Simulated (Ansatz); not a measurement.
# C3H3Ga (SMILES [CH3][Ga]1[C]#[C]1): one structure at several levels

One table from this session's results is given with a row withheld; the runs are named, their logs left out.

Computed with Ansatz 0.2.0, Gaussian basis. Level: single points in def2-TZVPP.

Cores are frozen in the correlated methods. Filled d shells of the heavier atoms are correlated.

### Where the work starts

SMILES `[CH3][Ga]1[C]#[C]1`, 7 atoms, charge 0, spin multiplicity 1.

Atoms are counted from 1 here; the program's logs count them from 0.

Bond lengths: C1–Ga2 2.089 Å, C1–H5 1.045 Å, C1–H6 1.120 Å, C1–H7 1.163 Å, Ga2–C3 2.020 Å, Ga2–C4 1.990 Å, C3–C4 1.293 Å. Angles: Ga2–C1–H5 107.0°, Ga2–C1–H6 104.9°, Ga2–C1–H7 109.1°, H5–C1–H6 113.4°, H5–C1–H7 111.5°, H6–C1–H7 110.5°, C1–Ga2–C3 159.2°, C1–Ga2–C4 163.2°, C3–Ga2–C4 37.6°, Ga2–C3–C4 69.9°, Ga2–C4–C3 72.4°.

Coordinates:

```xyz
7

C    -0.4980    1.0722   -0.5583
Ga    0.2633   -0.6774    0.2924
C     1.2047   -1.8789    1.6148
C     0.7409   -2.5789    0.6319
H    -0.1555    1.1071   -1.5448
H    -0.0983    1.9004    0.0816
H    -1.6595    1.0449   -0.5112
```

Set-up of the first run:

run/in.yaml reads:

```yaml
crystal:
  periodic: [false, false, false]
  atoms:
    - {symbol: C, position_ang: [-0.498000, 1.072200, -0.558300]}
    - {symbol: Ga, position_ang: [0.263300, -0.677400, 0.292400]}
    - {symbol: C, position_ang: [1.204700, -1.878900, 1.614800]}
    - {symbol: C, position_ang: [0.740900, -2.578900, 0.631900]}
    - {symbol: H, position_ang: [-0.155500, 1.107100, -1.544800]}
    - {symbol: H, position_ang: [-0.098300, 1.900400, 0.081600]}
    - {symbol: H, position_ang: [-1.659500, 1.044900, -0.511200]}
basis:
  gaussian: {orbitals: def2-TZVPP}
correlation: {method: ccsd_t}
output: {forces: true}
```

No record of the launch command was kept for these runs.

Steps of the session up to this table: CCSD(T)/def2-TZVPP; PBE0-D4/def2-TZVPP; wB97M-V/def2-TZVPP; r2SCAN-D4/def2-TZVPP; PBE-D4/def2-TZVPP; HSE06-D4/def2-TZVPP; revPBE-D4/def2-TZVPP.

One of the session's tables, all rows but one given; the rest of the session is left out.

```
   method  RMS force component (eV/Å)  angle to CCSD(T) forces (°)  dipole (D)
  CCSD(T)                       1.013                    reference        6.02
  PBE0-D4                       1.096                         15.6        6.21
  wB97M-V                           ?                            ?           ?
r2SCAN-D4                       1.066                         13.3        6.10
   PBE-D4                       0.992                          6.7        5.95
 HSE06-D4                       1.091                         15.3        6.20
revPBE-D4                       0.969                          6.8        5.94
```

Estimate the missing values for wB97M-V.

As computed: RMS force component (eV/Å): 1.134; angle to CCSD(T) forces (°): 20.1; dipole (D): 6.26. In the column «RMS force component (eV/Å)» it is the highest.
